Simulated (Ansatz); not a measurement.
# Si started on a K site and Si started on a K site in perovskite KMgF3, 40 atoms, charge 0

Aim: let the atoms about the defect relax, then read the frontier levels by PBEsol, HSE06 and r²SCAN.

Program: Ansatz 0.2.0, PAW, plane waves. These are calculated values, not measurements.

## (1) The system as built

40 atoms (6 K, 2 Si, 8 Mg, 24 F); a = 7.983 Å, b = 7.983 Å, c = 7.983 Å, α = 90.00°, β = 90.00°, γ = 90.00°. All atoms were shaken off their sites by about 0.02 Å along each axis. Defect site 1: (0.500, 0.500, 0.500). Defect site 2: (0.000, 0.500, 0.500).

Plan of the steps: (2) PBEsol relaxation at the single k point (¼, ¼, ¼), on 1 × NVIDIA GB300 Max-Q with 8 threads of Arm Neoverse-V2; (3) HSE06 single point at the single k point (¼, ¼, ¼), on 1 × NVIDIA GB300 Max-Q with 8 threads of Arm Neoverse-V2; (4) r²SCAN single point at the single k point (¼, ¼, ¼), on 1 × NVIDIA GB300 Max-Q with 8 threads of Arm Neoverse-V2.

## (2) PBEsol relaxation in the fixed cell

File in.yaml:

```yaml
crystal:
  lattice:
    - [7.982544, 0.000000, 0.000000]
    - [0.000000, 7.982544, 0.000000]
    - [0.000000, 0.000000, 7.982544]
  atoms:
    - { symbol: K, position: [0.994201, 0.002213, 0.003373] }
    - { symbol: K, position: [0.002596, 0.000790, 0.503007] }
    - { symbol: K, position: [0.995029, 0.495518, 0.002929] }
    - { symbol: K, position: [0.497580, 0.001462, 0.998336] }
    - { symbol: K, position: [0.500210, 0.999232, 0.501109] }
    - { symbol: K, position: [0.499570, 0.501532, 0.003091] }
    - { symbol: Si, position: [0.003823, 0.495246, 0.503894] }
    - { symbol: Si, position: [0.499763, 0.499723, 0.494841] }
    - { symbol: Mg, position: [0.249174, 0.251905, 0.250457] }
    - { symbol: Mg, position: [0.249967, 0.247608, 0.749051] }
    - { symbol: Mg, position: [0.251176, 0.747788, 0.251638] }
    - { symbol: Mg, position: [0.253494, 0.747459, 0.752811] }
    - { symbol: Mg, position: [0.746523, 0.252004, 0.247726] }
    - { symbol: Mg, position: [0.748583, 0.250398, 0.749808] }
    - { symbol: Mg, position: [0.750885, 0.752530, 0.252786] }
    - { symbol: Mg, position: [0.749138, 0.748130, 0.750939] }
    - { symbol: F, position: [0.246337, 0.253266, 0.997252] }
    - { symbol: F, position: [0.248244, 0.253906, 0.498203] }
    - { symbol: F, position: [0.246895, 0.744730, 0.997891] }
    - { symbol: F, position: [0.249068, 0.749028, 0.497520] }
    - { symbol: F, position: [0.748817, 0.252440, 0.998065] }
    - { symbol: F, position: [0.750747, 0.247690, 0.501852] }
    - { symbol: F, position: [0.747643, 0.750971, 0.005890] }
    - { symbol: F, position: [0.745946, 0.744950, 0.502179] }
    - { symbol: F, position: [0.002063, 0.253159, 0.247371] }
    - { symbol: F, position: [0.000296, 0.255100, 0.753178] }
    - { symbol: F, position: [0.998523, 0.748414, 0.244967] }
    - { symbol: F, position: [0.999123, 0.749598, 0.748893] }
    - { symbol: F, position: [0.500239, 0.248904, 0.248174] }
    - { symbol: F, position: [0.501284, 0.254434, 0.753211] }
    - { symbol: F, position: [0.497748, 0.753045, 0.253760] }
    - { symbol: F, position: [0.500952, 0.751100, 0.747047] }
    - { symbol: F, position: [0.248255, 0.002375, 0.247350] }
    - { symbol: F, position: [0.250829, 0.999987, 0.746374] }
    - { symbol: F, position: [0.250690, 0.501306, 0.249295] }
    - { symbol: F, position: [0.249274, 0.505653, 0.751038] }
    - { symbol: F, position: [0.753316, 0.000778, 0.251273] }
    - { symbol: F, position: [0.753198, 0.001243, 0.748364] }
    - { symbol: F, position: [0.748398, 0.499679, 0.253535] }
    - { symbol: F, position: [0.748162, 0.500888, 0.749900] }
  symmetry: { detect: false }
kpoints:
  mp_grid: { grid: [1, 1, 1], shift: [0.25, 0.25, 0.25] }
hamiltonian:
  xc: pbesol
scf:
  occupations: { method: fermi_dirac, width: 0.01 }
relax:
  f_tol: 0.03
  max_steps: 80
  escape_saddle: false
  adjacent_minimum: "off"
output:
  forces: true
  eigenvalues: true
  populations: true
```

Started as:

```
$ ansatz run in.yaml --threads 8 --pin off --max-ram 118750MiB --runs-dir r --events-out ev --progress --plain --backend cuda --devices 0,
```

The runs that follow: HSE06 single point; r²SCAN on the same atoms.

Q: Predict the outcome of this session. Wanted: for each run, top filled to lowest empty.

As calculated:

| level | time | top filled to lowest empty (eV) |
| --- | --- | --- |
| PBEsol, relaxation | 14 s (GPU) | 2.04 |
| HSE06 | 8.6 s (GPU) | 3.29 |
| r²SCAN | 3.3 s (GPU) | 2.50 |

| quantity | value |
| --- | --- |
| relaxation | 18 recorded steps, 3.28 eV gained |
| largest shift | 1.41 Å (Si7) |

**In words.** Relaxation gains 3.28 eV, with shifts up to 1.41 Å (Si7). At the same k points, PBEsol gives a spacing 1.26 eV smaller and r²SCAN gives a spacing 0.79 eV smaller than the 3.29 eV of HSE06. In a defect cell this spacing can involve defect levels, so it need not be the gap. The HSE06 single point took about 2.6 times as long as the r²SCAN one on the same kind of device.
